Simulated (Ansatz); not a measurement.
# BC5: the cost of one run

Method: DFT PBE, scalar-relativistic, plane waves, PAW, in Ansatz 0.2.0.

## 1. The starting structure

The structure is tetragonal, space group P4/mmm (No. 123). Conventional cell: a = 4.165 Å, b = 4.165 Å, c = 4.739 Å, α = 90.00°, β = 90.00°, γ = 90.00°. Around B (site symmetry 4/mmm) lie 12 C at 2.71 to 2.95 Å. C (site symmetry 2mm) has 1 C at 1.26 Å in its first shell of neighbours. C (site symmetry 4/mmm) has 8 C at 2.71 Å and 4 B at 2.95 Å in its first shell of neighbours.

Structure file:

```
CELL_PARAMETERS angstrom
4.16539 0.00000 0.00000
0.00000 4.16539 0.00000
0.00000 0.00000 4.73932
ATOMIC_POSITIONS crystal
B 0.50000 0.50000 0.00000
C 0.00000 0.50000 0.63264
C 0.50000 0.00000 0.63264
C 0.00000 0.50000 0.36736
C 0.50000 0.00000 0.36736
C 0.00000 0.00000 0.00000
```

A structure generator made this guess: random cell by space group and Wyckoff sites (P4/mmm, No. 123). Lengths come from tabulated atomic sizes and are only a guess.

## 2. A first look at the guess

input.yaml reads:

```yaml
crystal:
  lattice:
    - [4.16538518, 0.0, 0.0]
    - [0.0, 4.16538518, 0.0]
    - [0.0, 0.0, 4.7393155]
  atoms:
    - { symbol: B, position: [0.5, 0.5, 0.0] }
    - { symbol: C, position: [0.0, 0.5, 0.6326428] }
    - { symbol: C, position: [0.5, 0.0, 0.6326428] }
    - { symbol: C, position: [0.0, 0.5, 0.3673572] }
    - { symbol: C, position: [0.5, 0.0, 0.3673572] }
    - { symbol: C, position: [0.0, 0.0, 0.0] }
basis:
  ecutwfc: 420
kpoints:
  mp_grid: { grid: [4, 4, 4] }
hamiltonian:
  xc: pbe
scf:
  occupations: { method: gaussian, width: 0.1 }
  lower_state_search: "off"
output:
  forces: true
  stress: true
  eigenvalues: true
```

The run is started by

```
ansatz run input.yaml --threads 1 --pin off --max-ram 2560MiB --backend cpu --events-out ev --progress --plain --runs-dir out
```

What time and memory should one allow on 1 thread of Arm Neoverse V2, shared host?

About 1.4 s, with a peak of 0.31 GiB.
